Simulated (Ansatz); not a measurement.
**HF/STO-3G run of InPH6 (SMILES [PH3+][InH3-])**

What is the electronic atomisation energy of InPH6 at HF/STO-3G? 

The calculation is run with Ansatz 0.2.0.

50 further runs of the same task are left out: 3 that didn't finish, 47 set aside as unsound or not needed.

**1. The structure to begin with**

InPH6: 8 atoms, total charge 0, spin state singlet. SMILES: `[PH3+][InH3-]`. The coordinates come from a PBE0-D4/def2-TZVP relaxation.

Bond lengths: P1–In2 2.782 Å, P1–H3 1.411 Å, P1–H4 1.411 Å, P1–H5 1.411 Å, In2–H6 1.731 Å, In2–H7 1.731 Å, In2–H8 1.731 Å. Some angles: P1–In2–H6 95.3°, P1–In2–H7 95.1°, P1–In2–H8 95.2°, In2–P1–H3 119.8°, In2–P1–H4 119.6°, In2–P1–H5 119.7°, H6–In2–H7 119.2°, H6–In2–H8 119.2°, H7–In2–H8 119.2°, H3–P1–H4 97.6°.

**2. The energy at HF/STO-3G**

Input file in.yaml:

```yaml
crystal:
  periodic: [false, false, false]
  atoms:
    - symbol: P
      position_ang: [-0.593300, 0.062600, -1.026600]
    - symbol: In
      position_ang: [0.822000, -0.099900, 1.362800]
    - symbol: H
      position_ang: [-1.997500, -0.077200, -1.021800]
    - symbol: H
      position_ang: [-0.318900, -0.855700, -2.062100]
    - symbol: H
      position_ang: [-0.526800, 1.240500, -1.800800]
    - symbol: H
      position_ang: [0.023300, 1.240800, 2.111900]
    - symbol: H
      position_ang: [2.376100, 0.140700, 0.638900]
    - symbol: H
      position_ang: [0.307400, -1.708800, 1.741800]
basis:
  gaussian: {orbitals: STO-3G}
magnetization: {spin_polarized: false}
hamiltonian: {xc: hf}
accuracy: high
output: {orbitals: {seedname: orbitals}}
```

Launch:

```
$ ansatz run in.yaml --threads 1 --pin off --max-ram 3480MiB --events-out events.jsonl --progress --plain --runs-dir runs
```

The log of the run:

```text
Warning: RAYON_NUM_THREADS=1 ignored (pool sized by the plan → 1); use --threads N
Functional definition: HF
  name "HF"
  exchange = exact_x
  correlation = 0
782 factors; integrals over basis functions are off by at most 5.1e-9 eV
mean field evaluation 1: about -163900.3326 eV, gradient 1.1e1 eV
mean field evaluation 2: about -163900.3304 eV, gradient 1.1e1 eV
mean field evaluation 4: about -163901.0570 eV, gradient 4.6e-1 eV
mean field evaluation 8: about -163901.0583 eV, gradient 3.3e-6 eV
mean field -163901.05833383 eV, -6023.2527976407 hartree, gradient 1.4e-8 eV, S^2 0.000000; 0 other end points of the search recorded, 0 dependent functions left out
reference -163901.05833383 eV, -6023.2527976407 hartree; 35, 35 occupied and 7, 7 virtual orbitals, 782 factors
Total energy: -163901.05833383 eV, -6023.2527976407 hartree
```

Wall time 0.74 s (1 thread of Intel Xeon Platinum 8488C (Sapphire Rapids), shared host); peak memory 0.12 GiB.

**3. The H atom, same level**

Input file molecule.yaml:

```yaml
crystal:
  periodic: [false, false, false]
  atoms:
    - {symbol: H, position_ang: [0.000000, 0.000000, 0.000000]}
basis:
  gaussian:
    orbitals: STO-3G
magnetization:
  spin_polarized: true
  initial_magnetization: 1
hamiltonian:
  xc: hf
accuracy: high
```

Launch:

```
$ ansatz run molecule.yaml --threads 1 --pin off --max-ram 3480MiB --events-out events.jsonl --progress --plain --runs-dir runs
```

The log of the run:

```text
Warning: RAYON_NUM_THREADS=1 ignored (pool sized by the plan → 1); use --threads N
[... 4 set-up lines as earlier in the session ...]
1 factors; integrals over basis functions are off by at most 4.6e-10 eV
mean field evaluation 1: about -12.6963 eV, gradient 0.0e0 eV
mean field evaluation 2: about -12.6963 eV, gradient 0.0e0 eV
mean field -12.69633895 eV, -0.4665818504 hartree, gradient 0.0e0 eV, S^2 0.750000; 0 other end points of the search recorded, 0 dependent functions left out
reference -12.69633895 eV, -0.4665818504 hartree; 1, 0 occupied and 0, 1 virtual orbitals, 1 factors
Total energy: -12.69633895 eV, -0.4665818504 hartree
```

Wall time 0.04 s (1 thread of Intel Xeon Platinum 8488C (Sapphire Rapids), shared host).

**4. The In atom at the same level**

Input file molecule.yaml:

```yaml
crystal:
  periodic: [false, false, false]
  atoms:
    - {symbol: In, position_ang: [0.000000, 0.000000, 0.000000]}
basis:
  gaussian: {orbitals: STO-3G}
total_charge: 0
magnetization: {spin_polarized: true, initial_magnetization: 1}
hamiltonian: {xc: hf}
accuracy: high
```

Run the same way, it converges to -5682.77739 Eh (log not shown).

**5. The P atom**

Input file input.yaml:

```yaml
crystal:
  periodic: [false, false, false]
  atoms:
    - {symbol: P, position_ang: [0.000000, 0.000000, 0.000000]}
basis:
  gaussian:
    orbitals: STO-3G
magnetization:
  spin_polarized: true
  initial_magnetization: 3
hamiltonian:
  xc: hf
accuracy: high
```

Launch:

```
$ ansatz run input.yaml --threads 1 --pin off --max-ram 3480MiB --events-out events.jsonl --progress --plain --runs-dir runs
```

The log of the run:

```text
Warning: RAYON_NUM_THREADS=1 ignored (pool sized by the plan → 1); use --threads N
[... 4 set-up lines as earlier in the session ...]
42 factors; integrals over basis functions are off by at most 1.9e-9 eV
mean field evaluation 1: about -9166.6639 eV, gradient 7.4e-1 eV
mean field evaluation 2: about -9166.6651 eV, gradient 7.4e-1 eV
mean field evaluation 4: about -9166.6662 eV, gradient 3.0e-6 eV
mean field evaluation 8: about -9166.6662 eV, gradient 5.2e-9 eV
mean field -9166.66619973 eV, -336.8687694504 hartree, gradient 5.2e-9 eV, S^2 3.750000; 0 other end points of the search recorded, 0 dependent functions left out
reference -9166.66619973 eV, -336.8687694504 hartree; 9, 6 occupied and 0, 3 virtual orbitals, 42 factors
Total energy: -9166.66619973 eV, -336.8687694504 hartree
```

Wall time 0.06 s (1 thread of Intel Xeon Platinum 8488C (Sapphire Rapids), shared host).

**6. What came out**

Level: HF/STO-3G.

| quantity | value |
| --- | --- |
| molecule: total energy | -6023.25280 Eh |
| molecule: HOMO energy | -7.63 eV |
| molecule: LUMO energy | 8.93 eV |
| molecule: HOMO–LUMO gap | 16.56 eV |
| H atom: total energy | -0.46658 Eh |
| H atom: ⟨S²⟩ | 0.750 |
| In atom: total energy | -5682.77739 Eh |
| In atom: ⟨S²⟩ | 0.750 |
| P atom: total energy | -336.86877 Eh |
| P atom: ⟨S²⟩ | 3.750 |
| electronic atomisation energy | 21.964 eV |

In words: Taking the molecule apart into free atoms costs 21.96 eV (506 kcal/mol), before zero-point energy and without spin-orbit coupling. Hartree–Fock lacks the correlation of the bonding pairs, which as a rule makes this value much too low; in minimal bases other errors can mask that. In a minimal basis such a difference can be off by several eV, whatever the method. Relativity is left out (molecule) although the molecule holds a heavy atom. Relativity is left out (In atom) although the molecule holds a heavy atom.
